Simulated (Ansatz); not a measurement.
# CdSb2S4: a short molecular-dynamics run, part 2 of 2

What does CdSb2S4 do over 40 steps of 1 fs at constant energy, with velocities drawn for 100 K? The cell is a randomly packed cell of 14 atoms, taken as it stands, without a relaxation.

Ansatz 0.2.0; DFT PBE, plane waves, PAW, scalar-relativistic, no spin polarisation. Earlier steps stand in the parts before.

## 4. Positions and forces

Positions (Å) and forces (eV/Å):

```xyz
14
Lattice="6.949 -0.197 -0.928 0.945 6.581 1.216 0.115 -1.201 7.734" Properties=species:S:1:pos:R:3:forces:R:3 pbc="T T T" time_fs=6.0 T=124 dE=-0.0405
Cd    2.459    1.774    6.442   -0.452    0.069   -0.141
Cd    0.343    1.550    0.972    0.292    0.106   -0.051
Sb    4.192    0.204    0.064   -0.090   -0.649    0.283
Sb    4.550    3.812    4.866    0.239   -0.085    0.145
Sb    7.050    5.557    3.619    0.022   -0.169    0.303
Sb    5.257    0.592    5.120    0.426   -0.052   -0.137
S     2.785    5.512    2.631    0.089    0.344    0.330
S     7.101    2.559    3.769    0.354    0.361    0.179
S     7.172    4.342    6.778   -0.175    0.373   -0.108
S     4.887    2.320    2.103   -0.596   -0.069   -0.242
S     2.930    4.729    7.252   -0.258   -0.536   -0.449
S     1.933    0.235    3.862    0.117    0.428   -0.134
S     2.304    2.797    2.954   -0.050   -0.549    0.061
S     4.993    2.899    7.726    0.082    0.429   -0.039
14
Lattice="6.949 -0.197 -0.928 0.945 6.581 1.216 0.115 -1.201 7.734" Properties=species:S:1:pos:R:3:forces:R:3 pbc="T T T" time_fs=11.0 T=159 dE=-0.0991
Cd    2.464    1.779    6.442   -0.461    0.075   -0.138
Cd    0.346    1.550    0.974    0.283    0.104   -0.058
Sb    4.191    0.193    0.062   -0.105   -0.663    0.302
Sb    4.544    3.809    4.874    0.261   -0.054    0.138
Sb    7.052    5.553    3.615    0.003   -0.187    0.306
Sb    5.259    0.591    5.121    0.428   -0.064   -0.131
S     2.791    5.521    2.632    0.093    0.382    0.319
S     7.103    2.569    3.773    0.360    0.375    0.176
S     7.170    4.358    6.760   -0.117    0.386   -0.102
S     4.877    2.319    2.094   -0.608   -0.061   -0.247
S     2.913    4.725    7.253   -0.299   -0.545   -0.455
S     1.929    0.258    3.857    0.144    0.482   -0.152
S     2.307    2.788    2.959   -0.071   -0.625    0.068
S     4.999    2.911    7.737    0.088    0.397   -0.025
14
Lattice="6.949 -0.197 -0.928 0.945 6.581 1.216 0.115 -1.201 7.734" Properties=species:S:1:pos:R:3:forces:R:3 pbc="T T T" time_fs=17.0 T=222 dE=-0.2042
Cd    2.468    1.784    6.441   -0.473    0.087   -0.135
Cd    0.351    1.550    0.975    0.270    0.099   -0.071
Sb    4.189    0.179    0.060   -0.125   -0.675    0.336
Sb    4.537    3.805    4.883    0.290   -0.010    0.129
Sb    7.054    5.548    3.610   -0.033   -0.217    0.305
Sb    5.262    0.590    5.122    0.434   -0.081   -0.121
S     2.800    5.535    2.636    0.105    0.438    0.302
S     7.110    2.584    3.780    0.368    0.398    0.173
S     7.165    4.381    6.736   -0.041    0.401   -0.093
S     4.859    2.318    2.080   -0.634   -0.056   -0.251
S     2.889    4.714    7.250   -0.352   -0.559   -0.466
S     1.926    0.289    3.850    0.188    0.572   -0.179
S     2.311    2.770    2.965   -0.099   -0.749    0.083
S     5.006    2.929    7.751    0.100    0.353   -0.011
14
Lattice="6.949 -0.197 -0.928 0.945 6.581 1.216 0.115 -1.201 7.734" Properties=species:S:1:pos:R:3:forces:R:3 pbc="T T T" time_fs=23.0 T=312 dE=-0.3557
Cd    2.471    1.791    6.440   -0.485    0.104   -0.131
Cd    0.357    1.551    0.976    0.253    0.091   -0.089
Sb    4.188    0.163    0.058   -0.147   -0.680    0.382
Sb    4.531    3.800    4.893    0.321    0.042    0.119
Sb    7.057    5.542    3.607   -0.088   -0.256    0.298
Sb    5.267    0.589    5.123    0.444   -0.101   -0.111
S     2.810    5.553    2.643    0.125    0.501    0.281
S     7.121    2.603    3.789    0.366    0.429    0.168
S     7.160    4.408    6.711    0.050    0.412   -0.086
S     4.834    2.315    2.064   -0.664   -0.056   -0.245
S     2.861    4.698    7.241   -0.415   -0.574   -0.474
S     1.925    0.327    3.841    0.252    0.700   -0.212
S     2.313    2.745    2.972   -0.133   -0.911    0.108
S     5.014    2.952    7.765    0.121    0.301   -0.008
14
Lattice="6.949 -0.197 -0.928 0.945 6.581 1.216 0.115 -1.201 7.734" Properties=species:S:1:pos:R:3:forces:R:3 pbc="T T T" time_fs=29.0 T=438 dE=-0.5671
Cd    2.472    1.797    6.439   -0.495    0.124   -0.121
Cd    0.364    1.551    0.977    0.232    0.078   -0.117
Sb    4.186    0.146    0.058   -0.173   -0.678    0.439
Sb    4.526    3.796    4.903    0.354    0.102    0.114
Sb    7.059    5.535    3.604   -0.164   -0.306    0.286
Sb    5.273    0.587    5.124    0.458   -0.123   -0.102
S     2.822    5.577    2.653    0.154    0.570    0.251
S     7.135    2.627    3.800    0.339    0.468    0.158
S     7.156    4.440    6.686    0.163    0.414   -0.083
S     4.801    2.312    2.045   -0.691   -0.062   -0.221
S     2.829    4.675    7.228   -0.494   -0.585   -0.468
S     1.927    0.372    3.829    0.338    0.867   -0.256
S     2.313    2.710    2.981   -0.171   -1.114    0.145
S     5.023    2.977    7.779    0.151    0.242   -0.024
14
Lattice="6.949 -0.197 -0.928 0.945 6.581 1.216 0.115 -1.201 7.734" Properties=species:S:1:pos:R:3:forces:R:3 pbc="T T T" time_fs=34.0 T=577 dE=-0.8011
Cd    2.472    1.803    6.437   -0.501    0.144   -0.103
Cd    0.370    1.552    0.977    0.211    0.063   -0.152
Sb    4.184    0.129    0.059   -0.195   -0.668    0.492
Sb    4.522    3.793    4.911    0.385    0.159    0.119
Sb    7.060    5.529    3.602   -0.244   -0.355    0.271
Sb    5.279    0.585    5.124    0.470   -0.142   -0.099
S     2.833    5.602    2.664    0.182    0.628    0.219
S     7.150    2.651    3.810    0.284    0.508    0.146
S     7.154    4.470    6.664    0.280    0.401   -0.088
S     4.768    2.309    2.028   -0.708   -0.071   -0.182
S     2.798    4.651    7.213   -0.570   -0.584   -0.440
S     1.931    0.417    3.817    0.426    1.018   -0.301
S     2.313    2.671    2.989   -0.199   -1.293    0.179
S     5.032    3.001    7.790    0.177    0.192   -0.062
14
Lattice="6.949 -0.197 -0.928 0.945 6.581 1.216 0.115 -1.201 7.734" Properties=species:S:1:pos:R:3:forces:R:3 pbc="T T T" time_fs=40.0 T=791 dE=-1.1607
Cd    2.471    1.810    6.435   -0.501    0.167   -0.064
Cd    0.378    1.554    0.977    0.184    0.041   -0.211
Sb    4.180    0.108    0.061   -0.218   -0.643    0.557
Sb    4.519    3.790    4.922    0.428    0.230    0.143
Sb    7.061    5.521    3.601   -0.353   -0.420    0.246
Sb    5.287    0.583    5.124    0.481   -0.162   -0.095
S     2.848    5.638    2.679    0.217    0.690    0.171
S     7.171    2.685    3.824    0.159    0.565    0.128
S     7.154    4.510    6.637    0.456    0.352   -0.105
S     4.722    2.305    2.005   -0.722   -0.083   -0.108
S     2.755    4.616    7.191   -0.664   -0.558   -0.364
S     1.941    0.482    3.800    0.536    1.099   -0.339
S     2.310    2.612    3.001   -0.197   -1.414    0.187
S     5.045    3.031    7.802    0.192    0.136   -0.147
```

## 5. Summary of results

What follows sums up all 2 parts.

| quantity | value |
| --- | --- |
| length | 40 steps of 1 fs |
| temperature, first and last step | 100 and 791 K |
| temperature, second half | mean 486 K, from 263 to 791 K |
| potential energy, second half | -46 meV/atom from the start |
| largest change of the total energy | 0.01 meV/atom |
| mean square displacement, second half | S 0.020, Sb 0.003, Cd 0.001 Å² |

The temperature starts at 100 K and averages 486 K in the second half, where it still rises, from 263 to 791 K; the start was no minimum (force components up to 0.6 eV/Å), and the potential energy that it sheds (46 meV/atom) turns into motion. The total energy strays from its start by at most 0.01 meV/atom, under 0.1 % of the mean kinetic energy, so a step of 1 fs is short enough over this time. Over the second half S atoms stand 0.1 Å (root mean square) from where they began, and the farthest move is 0.3 Å. 40 fs on 14 atoms is far too short and small for converged averages. The k-mesh is coarse.
